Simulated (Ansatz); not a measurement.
# CuB2: the cost of one run

Computed with Ansatz 0.2.0 (DFT PBEsol, scalar-relativistic, plane waves, PAW, unless a step's input says otherwise).

### 1 The system as given

The structure is hexagonal, space group P6/mmm (No. 191). The conventional cell has a = 2.976 Å, b = 2.976 Å, c = 3.288 Å, α = 90.00°, β = 90.00°, γ = 120.00°. Around Cu (site symmetry 6/mmm) lie 12 B at 2.38 Å. B (site symmetry -6m2) has 3 B at 1.72 Å and 6 Cu at 2.38 Å as nearest neighbours.

Structure file:

```
Cu B
1.0
     2.97635    0.00000    0.00000
    -1.48818    2.57760    0.00000
     0.00000    0.00000    3.28843
Cu B
1 2
Direct
  0.00000 0.00000 0.00000
  0.33333 0.66667 0.50000
  0.66667 0.33333 0.50000
```

This cell comes from an earlier session at PBEsol: 8.409 Å³/atom at 0.00 GPa, on a 12×12×10 mesh.

Volume factors to run: 0.980, 1.020, 0.960, 1.040.

### 2 At 0.980 of the relaxed volume

Contents of input.yaml:

```yaml
crystal:
  lattice:
    - [2.9563756407, 0.0, 0.0]
    - [-1.4781878204, 2.5602964079, 0.0]
    - [0.0, 0.0, 3.2663561376]
  atoms:
    - { symbol: Cu, position: [0.0, 0.0, 0.0] }
    - { symbol: B, position: [0.3333333333, 0.6666666667, 0.5] }
    - { symbol: B, position: [0.6666666667, 0.3333333333, 0.5] }
basis:
  ecutwfc: 420
  ecutrho_ratio: 4
kpoints:
  mp_grid: { grid: [12, 12, 10] }
hamiltonian:
  xc: pbesol
scf:
  occupations: { method: gaussian, width: 0.05 }
output:
  forces: true
  stress: true
  eigenvalues: true
relax:
  f_tol: 0.01
  max_steps: 40
  cell: { stress_tol: 0.1, fix: [volume] }
```

On the command line:

```
$ ansatz run input.yaml --threads 4 --pin off --max-ram 4096MiB --backend cpu --events-out ev --progress --plain --runs-dir out
```

Q: Estimate wall time and peak memory on 4 threads of an Arm CPU, shared host.

About 6.2 s, with a peak of 0.42 GiB.
